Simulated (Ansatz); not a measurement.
## BaZrO3, space group I4/mcm: a single point

Computed with the Ansatz DFT code, driven from Python.

The script reads `bazro3.cif`:
```cif
data_BaZrO3
_cell_length_a 5.956673
_cell_length_b 5.956673
_cell_length_c 5.956673
_cell_angle_alpha 120.03046
_cell_angle_beta 120.03046
_cell_angle_gamma 89.94725
_symmetry_space_group_name_H-M 'P 1'
_symmetry_Int_Tables_number 1
loop_
_symmetry_equiv_pos_as_xyz
'x, y, z'
loop_
_atom_site_label
_atom_site_type_symbol
_atom_site_fract_x
_atom_site_fract_y
_atom_site_fract_z
Ba1 Ba    0.750000    0.250000    0.500000
Ba2 Ba    0.250000    0.750000    0.500000
Zr3 Zr    0.000000    0.000000    0.000000
Zr4 Zr    0.500000    0.500000    0.000000
O5 O    0.750000    0.750000    0.000000
O6 O    0.250000    0.250000    0.000000
O7 O    0.239367    0.739367    0.978734
O8 O    0.760633    0.260633    0.021266
O9 O    0.739367    0.760633    0.500000
O10 O    0.260633    0.239367    0.500000
```

The script, `scf_bazro3.py`:
```python
# -*- coding: utf-8 -*-
from pathlib import Path

import ansatz
from ase.io import read
import numpy as np
from pymatgen.core import Structure

atoms = read("bazro3.cif")
bazro3 = ansatz.Crystal.from_ase(atoms)

setup = (
    bazro3.calculation()
    .occupations("cold", width=0.15)
    .functional(ansatz.Functional.PBESOL)
    .pseudopotentials("nc")
    .kpoints(5, 5, 5)
    .scf(algorithm="direct_min")
    .accuracy("medium")
    .compute(density=True, potential=True, electron_localization_function=True, output_files={"volumetric_format": "npy"})
)
session = setup.session()
planned = session.plan(threads=1)
done = planned.execute()
data = done.report

energy = data["free_energy_ev"]
print("BaZrO3: {:.6f} eV = {:.6f} Ry = {:.6f} Ha".format(energy, energy / 13.605693, energy / 27.211386))
print("Fermi level {:.4f} eV, {} k-points, {} symmetry operations".format(data["fermi_energy_ev"], data["n_kpoints"], data["n_symmetry_ops"]))

folder = Path(done.write_results("fields"))
print("densities in e/A^3, potentials in eV, ELF without unit")
for name in sorted(p.name for p in folder.glob("*.npy")):
    field = np.load(folder / name)
    print(f"{name:16s} {str(field.shape):16s} min {field.min():10.4f}  mean {field.mean():10.4f}  max {field.max():10.4f}")

print(len(data["kpoints_frac"]), "irreducible k-points (fractions, weight)")
for k, weight in list(zip(data["kpoints_frac"], data["kweights"]))[:8]:
    print("  {:8.4f} {:8.4f} {:8.4f}".format(*k), f"{weight:10.6f}")

final = Structure(done.lattice.cell_ang, [s.symbol for s in done.lattice.sites], [s.position_frac for s in done.lattice.sites])
print(final.to(fmt="poscar"))
```

```console
$ python scf_bazro3.py
DeckWarning: basis.ecutwfc = 1142.878222 eV, auto-derived from the records' recommended cutoffs: set by O (normal level)
BaZrO3: -6989.519258 eV = -513.720195 Ry = -256.860097 Ha
Fermi level 11.2138 eV, 18 k-points, 16 symmetry operations
densities in e/A^3, potentials in eV, ELF without unit
elf.npy          (72, 72, 72)     min     0.0000  mean     0.3496  max     0.8963
rho.npy          (72, 72, 72)     min     0.0019  mean     0.5355  max     6.3117
v_es.npy         (72, 72, 72)     min  -214.5835  mean     3.2466  max    14.9648
v_tot.npy        (72, 72, 72)     min  -256.1714  mean    -7.9329  max     8.4947
18 irreducible k-points (fractions, weight)
    0.0000   0.0000   0.0000   0.008000
    0.0000   0.0000   0.2000   0.032000
    0.0000   0.0000   0.4000   0.032000
    0.0000   0.2000   0.0000   0.064000
    0.0000   0.2000   0.2000   0.128000
    0.0000   0.2000   0.4000   0.064000
    0.0000   0.4000   0.0000   0.064000
    0.0000   0.4000   0.2000   0.128000
Ba2 Zr2 O6
1.0
   5.9566729954286730    0.0000000045755377    0.0000000064678112
   0.0054840813921929    5.9566704709359648    0.0000000064678108
  -2.9810785429817597   -2.9783352423228711    4.2100644982447140
Ba Zr O
2 2 6
direct
   0.7499999999999999    0.2500000000000000    0.5000000000000000 Ba
   0.2500000000000000    0.7500000000000000    0.5000000000000000 Ba
   0.0000000000000000    0.0000000000000000    0.0000000000000000 Zr
   0.5000000000000000    0.5000000000000000    0.0000000000000000 Zr
   0.7499999999999999    0.7500000000000000    0.0000000000000000 O
   0.2500000000000000    0.2500000000000000    0.0000000000000000 O
   0.2393670000000001    0.7393670000000001    0.9787340000000000 O
   0.7606330000000000    0.2606330000000000    0.0212660000000000 O
   0.7393669999999998    0.7606330000000002    0.5000000000000000 O
   0.2606330000000000    0.2393670000000000    0.5000000000000000 O
```
(Warnings from the package without file and line.)

Notes:
- The settings weren't tested for convergence.
- The run is spin-unpolarised.
- The zero of the levels is a convention of the potentials, so an absolute Fermi energy is no work function.
- In a crystal with a gap the Fermi level's place inside it depends on smearing and mesh.
- Grid values close to the nuclei reflect the PAW or pseudopotential construction, not the all-electron fields.
- This cell is a computed structure, which may not be the phase found in nature.
- The whole script took 2.7 min on 1 thread of Arm Neoverse V1 (shared host), peak memory 1.4 GiB.
